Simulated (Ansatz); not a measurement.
Crystal: CoAu4.

```
Au Co
1.0
     1.45277    0.83876   11.66605
    -1.45277    0.83876   11.66605
     0.00000   -1.67752   11.66605
Au Co
4 1
Cartesian
  0.0000 0.0000 21.2323
  0.0000 0.0000 7.0795
  0.0000 0.0000 27.9186
  0.0000 0.0000 13.7659
  0.0000 0.0000 0.0000
```

The cell comes from a database or a generator and needn't be the stable form of this composition.

Base run:

| Quantity | Value |
| --- | --- |
| Program | Ansatz 0.2.0 |
| Functional | PBEsol |
| Potentials or basis | Ansatz PAW |
| Cutoff | 420 eV (not typed: the program's choice for these potentials) |
| k mesh | 11 × 11 × 11 |
| Occupations | fermi-dirac, width 0.05 eV |
| Spin | collinear spin, ferromagnetic start |
| Starting moments | [0.0, 0.0, 0.0, 0.0, 3.5] μB |

Its results: band gap on the k mesh none (metal or under the smearing width); pressure -10.2 GPa; largest force 0.016 eV/Å.

Question: The run is repeated on the same cell with these changes: spin from collinear spin, ferromagnetic start to no spin polarisation. What comes out?

Answer: Band gap on the k mesh none (metal or under the smearing width); pressure -11.7 GPa; largest force 0.096 eV/Å.

Caveats: the PAW data sets come from PBE, with cores solved anew for the run's functional, which leaves a small shift of forces and pressure.
